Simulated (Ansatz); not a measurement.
# Mg (diamond type): how the settings move a single-point run

Aim: see which settings change the result for Mg (diamond type), by how much, and at what cost.

Computed with Ansatz 0.2.0 (reference: DFT, LDA, PAW with Ansatz's default frozen-core files, scalar-relativistic, unless a step's input says otherwise).

1 further run of the same task is left out (set aside as unsound or not needed).

### 1 The structure to begin with

The structure is cubic, space group Fd-3m (No. 227). The conventional cell has a = 4.934 Å, b = 4.934 Å, c = 4.934 Å, α = 90.00°, β = 90.00°, γ = 90.00°. Around Mg (site symmetry -43m) lie 4 Mg at 2.14 Å.

Coordinates:

```cif
data_structure
_symmetry_space_group_name_H-M 'Fd-3m:1'
_symmetry_Int_Tables_number 227
_cell_length_a 4.9343
_cell_length_b 4.9343
_cell_length_c 4.9343
_cell_angle_alpha 90.000
_cell_angle_beta 90.000
_cell_angle_gamma 90.000
_cell_volume 120.14
loop_
_atom_site_label
_atom_site_type_symbol
_atom_site_symmetry_multiplicity
_atom_site_Wyckoff_symbol
_atom_site_fract_x
_atom_site_fract_y
_atom_site_fract_z
_atom_site_occupancy
Mg1 Mg 8 b 0.00000 0.50000 0.00000 1
```

### 2 Reference

Input file input.yaml:

```yaml
crystal:
  lattice:
    - [0.0, 2.467172814, 2.467172814]
    - [2.467172814, 0.0, 2.467172814]
    - [2.467172814, 2.467172814, 0.0]
  atoms:
    - { symbol: Mg, position: [-0.125, -0.125, -0.125] }
    - { symbol: Mg, position: [0.125, 0.125, 0.125] }
kpoints:
  mp_grid: { grid: [12, 12, 12] }
  band_path:
    path:
      - [0.0, 0.0, 0.0]
      - [0.5, 0.0, 0.5]
      - [0.625, 0.25, 0.625]
      - [0.375, 0.375, 0.75]
      - [0.0, 0.0, 0.0]
      - [0.5, 0.5, 0.5]
      - [0.5, 0.25, 0.75]
      - [0.5, 0.0, 0.5]
    npoints: 8
scf:
  occupations: { method: fermi_dirac, width: 0.08 }
hamiltonian:
  xc: lda
  pseudopotentials: { kind: paw }
output:
  forces: true
  stress: true
  eigenvalues: true
  populations: true
  dos: { projected: true, de: 0.2, e_range: [-14, 8] }
```

The run is started by

```
> ansatz run input.yaml --threads 1 --pin off --max-ram 2048MiB --backend cpu --events-out ev --progress --plain --runs-dir out
```

### 3 Changed: eigensolver.kind davidson

input.yaml, as its differences from that of step 2:

```diff
@@ -23,2 +23,3 @@
   occupations: { method: fermi_dirac, width: 0.08 }
+  eigensolver: { kind: davidson }
 hamiltonian:
@@ -31,2 +32 @@
   populations: true
-  dos: { projected: true, de: 0.2, e_range: [-14, 8] }
```

What does the calculation give? Wanted: for each run, ending; energy change; pressure; gap; force.

The runs gave:

```csv
run,ending,energy change,pressure (GPa),gap (eV),force (eV/Å),cycles,time
reference,converged,0,62.3,0.00,0.00,6,1.9 s
1: eigensolver.kind davidson,converged,0.0 meV/atom,62.3,0.00,0.00,6,1.9 s
```

Times don't compare one to one where runs were asked for different outputs or read a saved state (see the inputs); cycles may leave out searches for a lower state.

Residual by cycle in the longest SCF loop of each run; runs are numbered as in the table. The quantity is the density residual dr2, in eV.

```csv
cycle,reference,run 1
1,0.0088,0.00957
2,0.00166,0.00149
3,1.6e-4,1.9e-4
4,1.0e-5,1.0e-5
5,1.9e-6,1.4e-7
6,5.2e-8,1.8e-9
```

What this shows: Energy and cycle count are those of the reference, so the change (solver) left the result and the number of cycles as they were. The structure is not at rest: the sound run finds 62 GPa, so these are no properties of the relaxed crystal. 
